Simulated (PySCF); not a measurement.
# ClTl (Tl(Cl)2+): the cost of one run

The runs use PySCF 2.14.0; r2SCAN, Tl def2-SVP with ECP60, Cl def2-SVP; scalar-relativistic core potentials, no spin–orbit coupling.

3 further runs of the same task are left out: 2 for a known fault of the program, 1 that didn't finish.

## 1. The system as given

2 atoms, charge 2, spin multiplicity 1.

Bond lengths: Tl1–Cl2 2.409 Å.

Coordinates:

```xyz
2
ClTl
Tl    0.00000    0.00000   -0.35104
Cl    0.00000    0.00000    2.05766
```

Formal oxidation states: Tl +3. An earlier session relaxed this geometry at r2SCAN, Tl def2-SVP with ECP60, Cl def2-SVP (singlet, point group C∞v).

Its energy there is -631.678816 Eh.

## 2. Multiplicity 3 at the relaxed geometry

Contents of run.py (the lines that set the calculation):

```python
mol = gto.M(atom='''
Tl     0.00000     0.00000    -0.35104
Cl     0.00000     0.00000     2.05766''',
    basis={'Tl': 'def2-SVP', 'Cl': 'def2-SVP'},
    ecp={'Tl': 'def2-SVP'},
    charge=2, spin=2)
mf = dft.UKS(mol, xc='R2SCAN')
mf.grids.atom_grid = (50, 194)
mf = mf.density_fit()  # fitting sets: Tl def2-universal-JKFIT, Cl def2-universal-JKFIT
mf.conv_tol = 1e-08; mf.max_cycle = 55
mf.kernel(dm0)  # dm0: free metal ions and neutral atoms
```

On the command line:

```bash
$ OMP_NUM_THREADS=2 python run.py
```

**Question.** How long does this run take on 2 threads of Arm Neoverse V2, shared host?

About 1.3 s.
